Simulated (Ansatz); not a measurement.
## Li-Ta mixtures: a scan of ordered alloys across composition, step by step

Computed with the Python package of Ansatz (0.2.0).

Notebook, run cell by cell (the value of a cell's last expression is shown):

```python
from collections import Counter
import warnings

import ansatz as az
import numpy as np
```

```python
XC = 'pbe'
K_SPACING = 0.16
FILLING = 'fermi_dirac'
SMEARING_WIDTH = 0.1
```

```python
def bcc(A, a):
    return (
        az.Lattice.bcc(a)
        .space_group(229)
        .atom(A, (0, 0, 0))
        .primitive()
    )

A_FIRST, A_LAST = 3.51, 3.3
```

```python
def ground_state(name, crystal):
    calc = (
        crystal.calculation()
        .functional(XC)
        .basis(31 * az.Ry)
        .kpoints(spacing=K_SPACING)
        .occupations(FILLING, width=SMEARING_WIDTH)
        .band_table()
    )
    calc = calc.relax(force_tolerance=0.02, max_steps=60, fix_cell=['shape'])
    return calc.run(threads=1, backend='cpu')


def volume_per_atom(outcome):
    return abs(np.linalg.det(outcome.lattice.cell_ang)) / len(outcome.lattice.sites)
```

```python
def counts(outcome):
    return Counter(site.symbol for site in outcome.lattice.sites)
```

```python
warnings.simplefilter('ignore', az.DeckWarning)
```

```python
# swap the mixed sites of the conventional cell one by one
phases = {}
for k in range(2 + 1):
    a = A_FIRST + (A_LAST - A_FIRST) * k / 2
    cell = bcc('Li', a).conventional().resolved()
    sites = [site.position for site in cell.sites if site.symbol == 'Li']
    for position in sites[:k]:
        cell = cell.substitution('Ta', at=position, replaces='Li')
    phases[f'Li{2 - k}Ta{k}'] = cell.resolved()
```

```python
done = {}
for name, crystal in phases.items():
    done[name] = ground_state(name, crystal)
    print(f'{name}: {done[name].report["energy_sigma0_ev"]:.4f} eV, {len(done[name].lattice.sites)} atoms')
```

    Li2Ta0: -409.3711 eV, 2 atoms
    Li1Ta1: -10135.5919 eV, 2 atoms
    Li0Ta2: -19864.4992 eV, 2 atoms

```python
# mixing quantities against the straight line between the end members, both on this lattice
x = {name: counts(o)['Ta'] / (counts(o)['Li'] + counts(o)['Ta']) for name, o in done.items()}
first, last = min(x, key=x.get), max(x, key=x.get)
energy = {name: o.report['energy_sigma0_ev'] / len(o.lattice.sites) for name, o in done.items()}
volume = {name: volume_per_atom(o) for name, o in done.items()}
rows = []
for name in sorted(done, key=x.get):
    line = lambda table: (1 - x[name]) * table[first] + x[name] * table[last]
    rows.append((name, x[name], 1000 * (energy[name] - line(energy)), volume[name], 100 * (volume[name] / line(volume) - 1)))
print('      cell       x(Ta)  E_mix (meV/atom)  V (A^3/atom)  excess V (%)')
for row in rows:
    print(f'{str(row[0]):>10}  {row[1]:10.3f}  {row[2]:+16.1f}  {row[3]:12.3f}  {row[4]:+12.2f}')
```

          cell       x(Ta)  E_mix (meV/atom)  V (A^3/atom)  excess V (%)
        Li2Ta0       0.000              +0.0        20.238         +0.00
        Li1Ta1       0.500            +671.6        15.067        -21.81
        Li0Ta2       1.000              +0.0        18.301         +0.00

Mixing energies: +672 meV an atom at x(Ta) = 0.50 (volume -21.8 % off the straight line). All are positive, so the end members on this lattice are favoured over these cells.

What to keep in mind:
- Total energies depend on the potentials; only differences at equal settings carry meaning.
- Spin is left out of this run.
- Atoms and volume are relaxed with the cell's shape held, which in cells of lower than cubic symmetry can hide stresses and shift volumes.
- Spin-orbit coupling, which matters for elements this heavy, is left out.
- These are small ordered cells, with both end members on the same lattice, which need not be their own; they aren't random solutions. Differences under 10 to 15 meV an atom lie within the error of mesh and functional.
- The cells are prototypes set up for this calculation and needn't exist.
- Hardware and time: 34 s on 1 thread of Arm Neoverse V2, on a shared host, peak memory 0.44 GiB.
